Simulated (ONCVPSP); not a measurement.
# Pseudopotential generation for lutetium: ONCV, PBEsol

Task: generate the file, and judge it by its errors in other configurations, its logarithmic derivatives, its ghosts and its cutoff.

Program: ONCVPSP 4.0.1. Reference atom: PBEsol, scalar-relativistic, spherical and spin-unpolarised. All values are calculated.

**1. The atom and the settings**

The settings as typed:

| Item | Value |
| --- | --- |
| element | lutetium (Lu, Z = 71) |
| type | optimised norm-conserving Vanderbilt (ONCV) |
| frozen core | [Kr] 4d10 |
| valence charge | 25 |
| reference configuration | 4f14 5s2 5p6 5d1 (charge +2) |
| partial waves | 5s: rc 1.50 bohr, ncon 4, nbas 7, qcut 7 1/bohr, 1 projector; 5p: rc 2.10 bohr, ncon 4, nbas 9, qcut 7.8 1/bohr, 2 projectors, debl 1.2 Ha; 5d: rc 2.15 bohr, ncon 5, nbas 10, qcut 4 1/bohr, 3 projectors, debl 2 Ha; 4f: rc 0.85 bohr, ncon 4, nbas 9, qcut 24.1 1/bohr, 2 projectors, debl 0.6 Ha |
| local potential | polynomial inside 0.65 bohr (lpopt 5, dvloc0 -1 Ha) |
| core correction | Teter function, fcfact 5.75, rcfact 1.05 |

The outer shells as boxes (Hund's rule for the drawing; the calculation is spin-unpolarised):

```
[Kr] core
4d [↑↓][↑↓][↑↓][↑↓][↑↓]
4f [↑↓][↑↓][↑↓][↑↓][↑↓][↑↓][↑↓]
5s [↑↓]
5p [↑↓][↑↓][↑↓]
5d [↑ ][  ][  ][  ][  ]
```

**2. Generating the potential**

Lu.dat reads:

```
# ATOM AND REFERENCE CONFIGURATION
# atsym  z   nc   nv     iexc    psfile
  Lu 71.00    9    4  -116133      upf
#
#   n    l    f
    1    0    2.00
    2    0    2.00
    2    1    6.00
    3    0    2.00
    3    1    6.00
    3    2   10.00
    4    0    2.00
    4    1    6.00
    4    2   10.00
    4    3   14.00
    5    0    2.00
    5    1    6.00
    5    2    1.00
#
# PSEUDOPOTENTIAL AND OPTIMIZATION
# lmax
    3
#
#   l,   rc,      ep,       ncon, nbas, qcut
    0    1.50    0.00    4    7    7.00
    1    2.10    0.00    4    9    7.80
    2    2.15    0.00    5   10    4.00
    3    0.85    0.00    4    9   24.10
#
# LOCAL POTENTIAL
# lloc, lpopt,  rc(5),   dvloc0
    4    5    0.65   -1.00
#
# VANDERBILT-KLEINMAN-BYLANDER PROJECTORs
# l, nproj, debl
    0    1    2.90
    1    2    1.20
    2    3    2.00
    3    2    0.60
#
# MODEL CORE CHARGE
# icmod, fcfact, rcfact
    3    5.75    1.05
#
# LOG DERIVATIVE ANALYSIS
# epsh1, epsh2, depsh
   -4.00    5.00    0.02
#
# OUTPUT GRID
# rlmax, drl
    6.00    0.01
#
# TEST CONFIGURATIONS
# ncnf
    4
# nvcnf
#   n    l    f
    5
    4    3   14.00
    5    0    2.00
    5    1    6.00
    5    2    1.00
    6    0    2.00
#
    5
    4    3   14.00
    5    0    2.00
    5    1    6.00
    5    2    1.00
    6    0    1.00
#
    4
    4    3   14.00
    5    0    2.00
    5    1    6.00
    5    2    0.00
#
    5
    4    3   13.00
    5    0    2.00
    5    1    6.00
    5    2    1.00
    6    0    2.00
#
```

Run with:

```bash
$ oncvpsp.x < Lu.dat > Lu.out
```

What does the calculation give? Wanted: cutoffs for 1 and 0.1 mHa per electron, occupied waves; bound ghosts; GHOST(+) flags; largest test error; largest phase difference near zero energy, channels read; rms error of d²Exc/dn², without and with the model core; projector energies reset by the program.

As calculated:

| quantity | value |
| --- | --- |
| cutoffs for 1 and 0.1 mHa per electron, occupied waves | 213 Ha and 235 Ha |
| bound ghosts | s at -888.56 eV, p at -241.48 eV |
| GHOST(+) flags | d at 864 eV, d at 1802 eV |
| largest test error (AE − PS) | -8.6 meV, for 4f14 5s2 5p6 5d0 (3 tests unsolved) |
| largest phase difference near zero energy, channels read | 0.095 rad |
| rms error of d²Exc/dn², without and with the model core | 5.34 and 3.11 mHa |
| projector energies reset by the program | p: -1.704, 0.250 Ha; f: -0.894, 0.250 Ha |

What this shows: A bound ghost (s, p) makes it unfit for use: electrons can fall into a state that the atom doesn't have. By total energies transferability is good where solved: the largest error is 8.6 meV on 19.9 eV, for 4f14 5s2 5p6 5d0. Atomic tests can pass in spite of a ghost, since they solve only for the levels asked. Of the tests 3 gave no usable energy difference, which is a warning in itself. By its cutoff, 213 Ha for the looser tolerance, it is very hard. At the looser tolerance the 4f wave is the slowest; 5s needs 21 Ha. Near zero energy the largest phase difference among the channels read is 0.09 rad, in the s channel. The program also flags highly localised states, GHOST(+) (d).
